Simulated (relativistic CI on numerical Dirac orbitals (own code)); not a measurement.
**Dy⁺: 4f valence photoemission multiplets**

Wanted: the shape of the 4f valence photoemission spectrum of Dy⁺ in 4 surroundings, from the same atomic integrals.

The numbers are computed with relativistic CI on numerical Dirac orbitals (own code) version 1 (Dirac-Coulomb-Breit CI, KLI orbitals optimised for each configuration, model QED (radiative potential, 1s self-energy scaled to tabulated hydrogen-like ionisation energies), valence Slater integrals scaled by 0.7, multiplet model of photoemission in the sudden approximation), except any that are marked as measured or tabulated.

### 1 Starting point

```
ion            : Dy⁺ (Dy II)
nuclear charge : 66
electrons      : 65
configurations : [Xe] 4f11 → [Xe] 4f10
temperature    : 300 K
widths         : Lorentz 0.1 eV, Gauss 0.3 eV
surrounding 1  : free ion
surrounding 2  : Oh, B40 = -90, B60 = -110 cm⁻¹
surrounding 3  : C2v, B20 = -90, B22 = -40, B40 = 180, B42 = -100, B44 = -30, B60 = 100, B62 = 40, B64 = -110, B66 = 120 cm⁻¹
surrounding 4  : C2v, B20 = -70, B22 = -40, B40 = 170, B42 = 110, B44 = -20, B60 = 70, B62 = -20, B64 = -70, B66 = -30 cm⁻¹
```

### 2 Surrounding 1: free ion

Settings, as recorded:

```ini
atom Dy  Z=66  charge=1  electrons=65
nucleus A=164  rms_radius_fm=5.2218
hamiltonian dirac-coulomb  breit=on  qed=on  c_scale=1
orbitals kli  potential=per-configuration
slater_scale 0.7
correlation none
mixing on
configurations
  [Xe] 4f11
  [Xe] 4f10
end
photoemission 4f valence T=300 lorentz=0.1 gauss=0.3
crystal_field free
```

### 3 Surrounding 2: Oh, B40 = -90, B60 = -110

The settings differ from step 2 so:

```diff
@@ -12,2 +12,2 @@
 photoemission 4f valence T=300 lorentz=0.1 gauss=0.3
-crystal_field free
+crystal_field Oh B40=-90 B60=-110
```

### 4 Surrounding 3: C2v, B20 = -90, B22 = -40, B40 = 180, B42 = -100, B44 = -30, B60 = 100, B62 = 40, B64 = -110, B66 = 120

The settings differ from step 3 so:

```diff
@@ -12,2 +12,2 @@
 photoemission 4f valence T=300 lorentz=0.1 gauss=0.3
-crystal_field Oh B40=-90 B60=-110
+crystal_field C2v B20=-90 B22=-40 B40=180 B42=-100 B44=-30 B60=100 B62=40 B64=-110 B66=120
```

### 5 Surrounding 4: C2v, B20 = -70, B22 = -40, B40 = 170, B42 = 110, B44 = -20, B60 = 70, B62 = -20, B64 = -70, B66 = -30

The settings differ from step 4 so:

```diff
@@ -12,2 +12,2 @@
 photoemission 4f valence T=300 lorentz=0.1 gauss=0.3
-crystal_field C2v B20=-90 B22=-40 B40=180 B42=-100 B44=-30 B60=100 B62=40 B64=-110 B66=120
+crystal_field C2v B20=-70 B22=-40 B40=170 B42=110 B44=-20 B60=70 B62=-20 B64=-70 B66=-30
```

(Steps that only read results are left out.)

**Question.** What will these runs give? Wanted: highest peak, first run; ground spin.

The runs gave:

| surrounding | ground S | centroid (eV) | spread (eV) | up to four highest peaks (% of the highest), eV |
| --- | --- | --- | --- | --- |
| 1: free | 1.48 | 3.83 | 1.42 | 1.9 (100), 3.8 (57), 4.5 (99), 5.1 (62) |
| 2: Oh | 1.48 | 3.83 | 1.42 | 1.9 (100), 3.8 (58), 4.5 (99), 5.1 (62) |
| 3: C2v | 1.48 | 3.83 | 1.42 | 1.9 (100), 3.8 (58), 4.5 (99), 5.1 (62) |
| 4: C2v | 1.48 | 3.83 | 1.42 | 1.9 (100), 3.8 (58), 4.5 (99), 5.1 (62) |

```
                           quantity   value
            highest peak, first run  1.9 eV
ground spin (effective S from ⟨S²⟩)    1.48
```

What this shows: The highest peak stays in place, within the step of the energy grid, in all surroundings. Energies are those of the free ion without screening by ligands; binding energies in solids differ by tens of eV.
